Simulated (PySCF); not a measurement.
# SVWN5/6-31G(d) (spherical functions) run of CH6AsB (SMILES CB[AsH2])

What is the vertical ionisation energy of CH6AsB at SVWN5/6-31G* (spherical functions)? The job is set up through a Python script.

The calculation is run with PySCF 2.14.0.

### 1 Starting point

The species is CH6AsB (9 atoms), meant as a singlet with charge 0. SMILES: `CB[AsH2]`. Geometry: a GFN2-xTB relaxation, a rough one for these elements and not checked as a minimum. This is one conformer, not always the lowest.

Bond lengths: C1–B2 1.567 Å, B2–As3 2.036 Å, C1–H4 1.093 Å, C1–H5 1.088 Å, C1–H6 1.093 Å, B2–H7 1.174 Å, As3–H8 1.508 Å, As3–H9 1.507 Å. Some angles: C1–B2–As3 119.8°, C1–B2–H7 120.1°, As3–B2–H7 120.2°, B2–C1–H4 110.0°, B2–C1–H5 115.5°, B2–C1–H6 110.4°, B2–As3–H8 92.4°, B2–As3–H9 92.0°, H4–C1–H5 107.7°, H4–C1–H6 104.9°.

### 2 A single-point energy at SVWN5/6-31G(d) (spherical functions)

The input, input.xyz:

```xyz
9

C     -0.669400     0.978610    -0.753440
B      0.372700    -0.061900    -0.219080
As    -0.027060    -1.111450     1.478610
H     -1.622760     0.482480    -0.953920
H     -0.378410     1.512160    -1.655940
H     -0.894950     1.721140     0.016000
H      1.377420    -0.239500    -0.800340
H      0.478160    -2.398890     0.876330
H      1.364310    -0.882660     2.011790
```

The input, calc.py:

```python
# CB[AsH2]
from pyscf import gto, dft

mol = gto.M(
    atom='input.xyz',
    max_memory=1860,
    basis='6-31g*',
    verbose=4,
)

mf = dft.RKS(mol, xc='svwn')
mf.conv_tol = 1e-10
mf.grids.level = 1
mf.kernel()
if not mf.converged:
    mf = mf.newton().run(mf.mo_coeff, mf.mo_occ)

etot = mf.e_tot
print('E(%s) = %.9f' % ('SVWN5', etot))
```

Command:

```bash
$ OMP_NUM_THREADS=1 python calc.py
```

What it wrote:

```text
PySCF version 2.14.0

[INPUT] num. atoms = 9
[INPUT] num. electrons = 50
[INPUT] charge = 0
[INPUT] spin (= nelec alpha-beta = 2S) = 0
[INPUT] symmetry False subgroup None
[INPUT] Mole.unit = angstrom
[INPUT] Symbol           X                Y                Z      unit          X                Y                Z       unit  Magmom
[INPUT]  1 C     -0.669400000000   0.978610000000  -0.753440000000 AA   -1.264982667784   1.849304882761  -1.423795251292 Bohr   0.0
[INPUT]  2 B      0.372700000000  -0.061900000000  -0.219080000000 AA    0.704300926625  -0.116974047111  -0.414001199370 Bohr   0.0
[INPUT]  3 As    -0.027060000000  -1.111450000000   1.478610000000 AA   -0.051135988931  -2.100336101148   2.794167945043 Bohr   0.0
[INPUT]  4 H     -1.622760000000   0.482480000000  -0.953920000000 AA   -3.066571965899   0.911755060580  -1.802647544745 Bohr   0.0
[INPUT]  5 H     -0.378410000000   1.512160000000  -1.655940000000 AA   -0.715091262797   2.857568256522  -3.129273078712 Bohr   0.0
[INPUT]  6 H     -0.894950000000   1.721140000000   0.016000000000 AA   -1.691210395180   3.252483222034   0.030235617993 Bohr   0.0
[INPUT]  7 H      1.377420000000  -0.239500000000  -0.800340000000 AA    2.602946558498  -0.452589406833  -1.512423406534 Bohr   0.0
[INPUT]  8 H      0.478160000000  -2.398890000000   0.876330000000 AA    0.903591443722  -4.533245102958   1.656023694740 Bohr   0.0
[INPUT]  9 H      1.364310000000  -0.882660000000   2.011790000000 AA    2.578172249005  -1.667985661109   3.801732120139 Bohr   0.0

nuclear repulsion = 153.094843714831
number of shells = 36
number of NR pGTOs = 173
number of NR cGTOs = 72
basis = 6-31g*
ecp = {}

******** <class 'pyscf.dft.rks.RKS'> ********
method = RKS
initial guess = minao
damping factor = 0
level_shift factor = 0
DIIS = <class 'pyscf.scf.diis.CDIIS'>
diis_start_cycle = 1
diis_space = 8
diis_damp = 0
SCF conv_tol = 1e-10
SCF conv_tol_grad = None
SCF max_cycles = 50
direct_scf = True
direct_scf_tol = 1e-13
XC library pyscf.dft.libxc version 7.0.0
    S. Lehtola, C. Steigemann, M. J.T. Oliveira, and M. A.L. Marques.,  SoftwareX 7, 1–5 (2018)
XC functionals = svwn
    P. A. M. Dirac.,  Math. Proc. Cambridge Philos. Soc. 26, 376 (1930)
    F. Bloch.,  Z. Phys. 57, 545 (1929)
    S. H. Vosko, L. Wilk, and M. Nusair.,  Can. J. Phys. 58, 1200 (1980)
radial grids:
    Treutler-Ahlrichs [JCP 102, 346 (1995); DOI:10.1063/1.469408] (M4) radial grids

becke partition: Becke, JCP 88, 2547 (1988); DOI:10.1063/1.454033
pruning grids: <function nwchem_prune>
grids dens level: 1
symmetrized grids: False
atomic radii adjust function: <function treutler_atomic_radii_adjust>
small_rho_cutoff = 0
Set gradient conv threshold to 1e-05
Initial guess from minao.
tot grids = 32528
init E= -2297.34106998601
  HOMO = -0.293216034349194  LUMO = -0.151220880553931  gap/eV = 3.86388
cycle= 1 E= -2298.06602758309  delta_E= -0.725  |g|= 0.522  |ddm|= 2.62
  HOMO = -0.175531710343142  LUMO = -0.0490167701388908  gap/eV = 3.44265
cycle= 2 E= -2298.00476766545  delta_E= 0.0613  |g|= 0.678  |ddm|=  1.2
  HOMO = -0.208021452650403  LUMO = -0.0987996114868732  gap/eV = 2.97208
cycle= 3 E= -2298.13015718224  delta_E= -0.125  |g|= 0.0922  |ddm|= 0.776
  HOMO = -0.216368699474849  LUMO = -0.0958228900420766  gap/eV = 3.28022
cycle= 4 E= -2298.13259056333  delta_E= -0.00243  |g|= 0.0112  |ddm|= 0.14
  HOMO = -0.216079941001129  LUMO = -0.0977961355872705  gap/eV = 3.21867
cycle= 5 E= -2298.13261296844  delta_E= -2.24e-05  |g|= 0.00937  |ddm|= 0.0298
  HOMO = -0.216161065237865  LUMO = -0.0967245832285979  gap/eV = 3.25003
cycle= 6 E= -2298.13264257309  delta_E= -2.96e-05  |g|= 0.000711  |ddm|= 0.0127
  HOMO = -0.216199378227373  LUMO = -0.09678985561662  gap/eV = 3.24930
cycle= 7 E= -2298.13264273006  delta_E= -1.57e-07  |g|= 0.00021  |ddm|= 0.00115
  HOMO = -0.216165048834488  LUMO = -0.0967755960467005  gap/eV = 3.24875
cycle= 8 E= -2298.13264273953  delta_E= -9.47e-09  |g|= 6.55e-05  |ddm|= 0.000356
  HOMO = -0.216176343401508  LUMO = -0.0967845179759244  gap/eV = 3.24882
cycle= 9 E= -2298.13264274062  delta_E= -1.09e-09  |g|= 1.33e-05  |ddm|= 0.000109
  HOMO = -0.216176463065826  LUMO = -0.0967850269341164  gap/eV = 3.24881
cycle= 10 E= -2298.13264274068  delta_E= -6.64e-11  |g|= 3.21e-06  |ddm|= 2.31e-05
  HOMO = -0.216176604238856  LUMO = -0.0967845917517134  gap/eV = 3.24882
Extra cycle  E= -2298.13264274068  delta_E= -9.09e-13  |g|= 4.05e-06  |ddm|= 1.3e-05
converged SCF energy = -2298.13264274068
E(SVWN5) = -2298.132642741
```

It took 2.9 s on 1 thread of Arm Neoverse V2, shared host; peak memory 0.17 GiB.

### 3 The doublet cation

The input, job.py:

```python
from pyscf import gto, dft

mol = gto.M(
    atom='''
C     -0.669400     0.978610    -0.753440
B      0.372700    -0.061900    -0.219080
As    -0.027060    -1.111450     1.478610
H     -1.622760     0.482480    -0.953920
H     -0.378410     1.512160    -1.655940
H     -0.894950     1.721140     0.016000
H      1.377420    -0.239500    -0.800340
H      0.478160    -2.398890     0.876330
H      1.364310    -0.882660     2.011790
''',
    basis='6-31g*',
    charge=1,
    verbose=4,
    max_memory=1860,
    spin=1,
)

ks = dft.UKS(mol, xc='svwn')
ks.conv_tol = 1e-10
ks.grids.level = 1
ks.kernel()
if not ks.converged:
    ks = ks.newton().run(ks.mo_coeff, ks.mo_occ)

etot = ks.e_tot
print('Final energy', etot)
```

Command:

```bash
$ OMP_NUM_THREADS=1 python job.py
```

What it wrote:

```text
PySCF version 2.14.0

[INPUT] num. atoms = 9
[INPUT] num. electrons = 49
[INPUT] charge = 1
[INPUT] spin (= nelec alpha-beta = 2S) = 1
[INPUT] symmetry False subgroup None
[INPUT] Mole.unit = angstrom
[INPUT] Symbol           X                Y                Z      unit          X                Y                Z       unit  Magmom
[INPUT]  1 C     -0.669400000000   0.978610000000  -0.753440000000 AA   -1.264982667784   1.849304882761  -1.423795251292 Bohr   0.0
[INPUT]  2 B      0.372700000000  -0.061900000000  -0.219080000000 AA    0.704300926625  -0.116974047111  -0.414001199370 Bohr   0.0
[INPUT]  3 As    -0.027060000000  -1.111450000000   1.478610000000 AA   -0.051135988931  -2.100336101148   2.794167945043 Bohr   0.0
[INPUT]  4 H     -1.622760000000   0.482480000000  -0.953920000000 AA   -3.066571965899   0.911755060580  -1.802647544745 Bohr   0.0
[INPUT]  5 H     -0.378410000000   1.512160000000  -1.655940000000 AA   -0.715091262797   2.857568256522  -3.129273078712 Bohr   0.0
[INPUT]  6 H     -0.894950000000   1.721140000000   0.016000000000 AA   -1.691210395180   3.252483222034   0.030235617993 Bohr   0.0
[INPUT]  7 H      1.377420000000  -0.239500000000  -0.800340000000 AA    2.602946558498  -0.452589406833  -1.512423406534 Bohr   0.0
[INPUT]  8 H      0.478160000000  -2.398890000000   0.876330000000 AA    0.903591443722  -4.533245102958   1.656023694740 Bohr   0.0
[INPUT]  9 H      1.364310000000  -0.882660000000   2.011790000000 AA    2.578172249005  -1.667985661109   3.801732120139 Bohr   0.0

nuclear repulsion = 153.094843714831
number of shells = 36
number of NR pGTOs = 173
number of NR cGTOs = 72
basis = 6-31g*
ecp = {}

******** <class 'pyscf.dft.uks.UKS'> ********
method = UKS
initial guess = minao
damping factor = 0
level_shift factor = 0
DIIS = <class 'pyscf.scf.diis.CDIIS'>
diis_start_cycle = 1
diis_space = 8
diis_damp = 0
SCF conv_tol = 1e-10
SCF conv_tol_grad = None
SCF max_cycles = 50
direct_scf = True
direct_scf_tol = 1e-13
number electrons alpha = 25  beta = 24
XC library pyscf.dft.libxc version 7.0.0
    S. Lehtola, C. Steigemann, M. J.T. Oliveira, and M. A.L. Marques.,  SoftwareX 7, 1–5 (2018)
XC functionals = svwn
    P. A. M. Dirac.,  Math. Proc. Cambridge Philos. Soc. 26, 376 (1930)
    F. Bloch.,  Z. Phys. 57, 545 (1929)
    S. H. Vosko, L. Wilk, and M. Nusair.,  Can. J. Phys. 58, 1200 (1980)
radial grids:
    Treutler-Ahlrichs [JCP 102, 346 (1995); DOI:10.1063/1.469408] (M4) radial grids

becke partition: Becke, JCP 88, 2547 (1988); DOI:10.1063/1.454033
pruning grids: <function nwchem_prune>
grids dens level: 1
symmetrized grids: False
atomic radii adjust function: <function treutler_atomic_radii_adjust>
small_rho_cutoff = 0
Set gradient conv threshold to 1e-05
tot grids = 32528
init E= -2297.34106998601
[... the frontier-level lines of each cycle are left out ...]

cycle= 1 E= -2297.72988566974  delta_E= -0.389  |g|= 0.386  |ddm|= 1.85
cycle= 2 E= -2297.31138128792  delta_E= 0.419  |g|= 0.795  |ddm|= 1.26
cycle= 3 E= -2297.77055295599  delta_E= -0.459  |g|= 0.157  |ddm|= 1.23
cycle= 4 E= -2297.79168090389  delta_E= -0.0211  |g|= 0.0594  |ddm|= 0.334
cycle= 5 E= -2297.7926860783  delta_E= -0.00101  |g|= 0.0488  |ddm|= 0.153
cycle= 6 E= -2297.79456771238  delta_E= -0.00188  |g|= 0.00634  |ddm|= 0.0706
cycle= 7 E= -2297.79458883218  delta_E= -2.11e-05  |g|= 0.00208  |ddm|= 0.0113
cycle= 8 E= -2297.79459246595  delta_E= -3.63e-06  |g|= 0.000439  |ddm|= 0.00375
cycle= 9 E= -2297.79459259154  delta_E= -1.26e-07  |g|= 8.79e-05  |ddm|= 0.000733
cycle= 10 E= -2297.79459259487  delta_E= -3.33e-09  |g|= 5.58e-05  |ddm|= 0.000206
cycle= 11 E= -2297.79459259754  delta_E= -2.67e-09  |g|= 1.48e-05  |ddm|= 9.97e-05
cycle= 12 E= -2297.79459259767  delta_E= -1.26e-10  |g|= 8.44e-06  |ddm|= 4.11e-05
cycle= 13 E= -2297.79459259774  delta_E= -7.55e-11  |g|= 1.48e-06  |ddm|= 2.03e-05
Extra cycle  E= -2297.79459259774  delta_E=    0  |g|= 3.39e-06  |ddm|= 9.13e-06
converged SCF energy = -2297.79459259774  <S^2> = 0.75116125  2S+1 = 2.0011609
Final energy -2297.7945925977447
```

It took 4.5 s on 1 thread of Arm Neoverse V2, shared host; peak memory 0.17 GiB.

### 4 What came out

At SVWN5/6-31G* (spherical functions):

| quantity | value |
| --- | --- |
| singlet CH6AsB: total energy | -2298.13264 Eh |
| singlet CH6AsB: dipole moment | 1.32 D |
| singlet CH6AsB: HOMO energy | -5.88 eV |
| singlet CH6AsB: LUMO energy | -2.63 eV |
| singlet CH6AsB: HOMO–LUMO gap | 3.25 eV |
| doublet cation: total energy | -2297.79459 Eh |
| doublet cation: HOMO energy (highest over α and β) | -13.24 eV |
| doublet cation: LUMO energy (lowest over α and β) | -12.46 eV |
| doublet cation: ⟨S²⟩ | 0.751 |
| vertical ionisation energy (to the doublet cation) | 9.199 eV |

What this shows: Removing an electron at fixed nuclei costs 9.20 eV (212 kcal/mol). The negative HOMO energy of the first species, 5.88 eV, lies 3.32 eV below that difference.
